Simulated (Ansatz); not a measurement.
# C₂H₇NSi: small, medium and large basis sets

How large a basis does C₂H₇NSi need? Two functionals and correlated methods are run in growing sets.

Program: Ansatz 0.2.0, Gaussian basis. Level of theory: one geometry, several basis sets. These are calculated values, not measurements.

Levels to be run: PBE0-D4/def2-SVP; ωB97M-V/def2-SVP; PBE0-D4/def2-QZVPP; ωB97M-V/def2-QZVPP; CCSD(T)/cc-pV(D+d)Z; CCSD(T)/cc-pV(T+d)Z; CCSD(T)/cc-pV(Q+d)Z; the functionals' def2-TZVPP values are taken from earlier runs.

## (1) The relaxed structure

All runs share one geometry, relaxed beforehand with PBE0-D4/def2-TZVP.

SMILES `C=CN[SiH3]`, 11 atoms, charge 0, spin multiplicity 1.

Atoms are counted from 1 here; the program's logs count them from 0.

Bond lengths: C1–C2 1.332 Å, C1–H5 1.085 Å, C1–H6 1.080 Å, C2–N3 1.382 Å, C2–H7 1.088 Å, N3–Si4 1.728 Å, N3–H8 1.009 Å, Si4–H9 1.484 Å, Si4–H10 1.490 Å, Si4–H11 1.485 Å. Angles: C2–C1–H5 122.0°, C2–C1–H6 120.2°, H5–C1–H6 117.8°, C1–C2–N3 126.7°, C1–C2–H7 119.6°, N3–C2–H7 113.8°, C2–N3–Si4 125.6°, C2–N3–H8 114.5°, Si4–N3–H8 119.2°, N3–Si4–H9 106.8°, N3–Si4–H10 113.8°, N3–Si4–H11 108.6°, H9–Si4–H10 108.7°, H9–Si4–H11 111.3°, H10–Si4–H11 107.8°.

## (2) PBE0-D4 in def2-SVP

File in.yaml:

```yaml
crystal:
  periodic: [false, false, false]
  atoms:
    - {symbol: C, position_ang: [-0.320604, 2.127372, -0.175533]}
    - {symbol: C, position_ang: [-0.424283, 0.838368, 0.144269]}
    - {symbol: N, position_ang: [0.306884, -0.205437, -0.389620]}
    - {symbol: Si, position_ang: [0.315015, -1.830775, 0.197851]}
    - {symbol: H, position_ang: [0.396198, 2.482023, -0.908389]}
    - {symbol: H, position_ang: [-0.965109, 2.856943, 0.293181]}
    - {symbol: H, position_ang: [-1.155777, 0.526831, 0.886658]}
    - {symbol: H, position_ang: [0.980660, 0.069536, -1.088161]}
    - {symbol: H, position_ang: [0.893949, -2.673253, -0.877805]}
    - {symbol: H, position_ang: [1.121304, -2.018161, 1.436571]}
    - {symbol: H, position_ang: [-1.083036, -2.230548, 0.501578]}
basis:
  gaussian: {orbitals: def2-SVP}
hamiltonian: {xc: pbe0, dispersion: d4}
output: {orbitals: {seedname: orbitals}}
```

Run with:

```bash
$ ansatz run in.yaml --threads 2 --pin off --events-out ev --progress --plain --max-ram 22528MiB --backend cpu
```

After this run come: ωB97M-V in def2-SVP; PBE0-D4 in def2-QZVPP; ωB97M-V in def2-QZVPP; CCSD(T) in cc-pV(D+d)Z; CCSD(T) in cc-pV(T+d)Z; CCSD(T) in cc-pV(Q+d)Z.

Q: Predict the results of all the runs planned. Wanted: MP2 correlation recovered, cc-pV(D+d)Z; MP2 correlation recovered, cc-pV(T+d)Z; MP2 correlation recovered, cc-pV(Q+d)Z; difference of two CCSD(T) limits: def2 sets; PBE0-D4: double and triple zeta above quadruple; ωB97M-V: double and triple zeta above quadruple.

As calculated:

| quantity | value |
| --- | --- |
| MP2 correlation recovered, cc-pV(D+d)Z | 72.8 % |
| MP2 correlation recovered, cc-pV(T+d)Z | 89.7 % |
| MP2 correlation recovered, cc-pV(Q+d)Z | 95.7 % |
| difference of two CCSD(T) limits: def2 sets (earlier runs) less this series | -23 meV |
| PBE0-D4: double and triple zeta above quadruple | 7.42, 0.49 eV |
| ωB97M-V: double and triple zeta above quadruple | 7.62, 0.45 eV |

**Reading.** For PBE0-D4 the step from double to triple zeta gains 6.93 eV and the next only 0.49 eV. In cc-pV(D+d)Z MP2 holds 73 % of its limit, in cc-pV(Q+d)Z 96 %, while Hartree-Fock is within 0.109 eV in the largest set. A limit from the def2 sets, made apart, differs by 23 meV, a least measure of the doubt on such a limit. Total energies overstate the basis error of differences, where much of it tends to cancel. The LUMO of ωB97M-V is positive and keeps falling with the basis (2.74 to 1.43 eV): an unbound level that the basis holds in place.
